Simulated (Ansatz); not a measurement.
# AlFH₃NZn: small, medium and large basis sets

An exercise on one series of results from a longer session: the logs are not shown, and one member is left open.

The runs use Ansatz 0.2.0, Gaussian basis; one geometry, several basis sets.

The runs, in order: PBE0-D4/def2-SVP; ωB97M-V/def2-SVP; PBE0-D4/def2-QZVPP; ωB97M-V/def2-QZVPP; the functionals' def2-TZVPP values are taken from earlier runs.

## The geometry

An earlier PBE0-D4 in a triple-zeta def2 set relaxation fixed the geometry.

SMILES `[NH2][Zn][AlH][F]`, 7 atoms, charge 0, spin multiplicity 1.

Atoms are counted from 1 here; the program's logs count them from 0.

Bond lengths: N1–Zn2 1.822 Å, N1–H5 1.008 Å, N1–H6 1.008 Å, Zn2–Al3 2.454 Å, Al3–F4 1.659 Å, Al3–H7 1.589 Å. Angles: Zn2–N1–H5 123.6°, Zn2–N1–H6 123.5°, H5–N1–H6 109.7°, N1–Zn2–Al3 177.7°, Zn2–Al3–F4 116.3°, Zn2–Al3–H7 129.6°, F4–Al3–H7 114.0°.

Set-up of the first run:

File in.yaml:

```yaml
crystal:
  periodic: [false, false, false]
  atoms:
    - {symbol: N, position_ang: [0.074070, 1.856320, -1.146134]}
    - {symbol: Zn, position_ang: [0.021199, 0.323888, -0.162565]}
    - {symbol: Al, position_ang: [0.041601, -1.760923, 1.131511]}
    - {symbol: F, position_ang: [-0.512818, -3.116990, 0.352189]}
    - {symbol: H, position_ang: [0.218087, 2.770153, -0.747026]}
    - {symbol: H, position_ang: [-0.343523, 1.945937, -2.058721]}
    - {symbol: H, position_ang: [0.501394, -2.018364, 2.630756]}
basis:
  gaussian: {orbitals: def2-SVP}
hamiltonian: {xc: pbe0, dispersion: d4}
output: {orbitals: {seedname: orbitals}}
```

On the command line:

```console
> ansatz run in.yaml --threads 2 --pin off --events-out ev --progress --plain --max-ram 4352MiB
```

Steps of the session up to this table: PBE0-D4 in def2-SVP; ωB97M-V in def2-SVP; PBE0-D4 in def2-QZVPP; ωB97M-V in def2-QZVPP.

One of the session's tables, all rows but one given; the rest of the session is left out.

```
functional       basis  HOMO (eV)  LUMO (eV)
   PBE0-D4    def2-SVP      -6.17      -1.59
   PBE0-D4  def2-TZVPP      -6.71      -1.91
   PBE0-D4  def2-QZVPP      -6.76      -1.95
   ωB97M-V    def2-SVP          ?          ?
   ωB97M-V  def2-TZVPP      -9.03      -0.27
   ωB97M-V  def2-QZVPP      -9.09      -0.41
```

Q: Estimate the row for ωB97M-V, def2-SVP from the others.

As computed: HOMO (eV): -8.50; LUMO (eV): 0.16. In the column «HOMO (eV)» it lies between ωB97M-V, def2-TZVPP (-9.03) and PBE0-D4, def2-QZVPP (-6.76).
